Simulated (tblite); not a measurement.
# H9NO2Si3: the cost of one run

Computed with tblite 0.8.0 and PySCF 2.14.0, with density-fitted response routines of our own, on a single molecule in the gas phase. Atoms are numbered from 0 throughout.

### Step 1. The molecule as given

15 atoms, charge 0, multiplicity 1; geometry from: force field or distance geometry start.

Bonds of the start (Å): N0–Si1 1.78, Si1–O2 1.71, O2–Si3 1.67, Si1–Si4 2.23, Si4–O5 1.73, N0–H6 1.03, N0–H7 1.05, Si1–H8 1.47, Si3–H9 1.48, Si3–H10 1.49, Si3–H11 1.45, Si4–H12 1.49, Si4–H13 1.46, O5–H14 0.99.

### Step 2. Geometry optimisation with GFN2-xTB

What the job is given:

```
{"job": {"kind": "relax", "xc": "GFN2-xTB", "basis": "xTB"}, "charge": 0, "multiplicity": 1}
N     -0.051100     2.182500    -0.488300
Si    -0.276100     0.445600    -0.829000
O      1.174000    -0.352200    -1.241400
Si     2.254400    -0.625400     0.002600
Si    -1.423000    -0.556000     0.805300
O     -2.838300    -1.296800     0.135500
H      0.562000     2.380300     0.317300
H     -0.986300     2.614800    -0.313100
H     -1.121500     0.365800    -2.028500
H      3.487800    -1.161700    -0.607500
H      1.811200    -1.685100     0.950700
H      2.644600     0.547900     0.768900
H     -1.930800     0.496000     1.723900
H     -0.671100    -1.592800     1.496900
H     -2.640300    -1.754900    -0.715100
```

Launch:

```
> OMP_NUM_THREADS=1 python probes_run.py task.json out
```

This one command runs all jobs of the session in turn.

Q: Estimate the wall time of this first job on 1 thread of Arm Neoverse V1, shared host.

About 1.1 s.
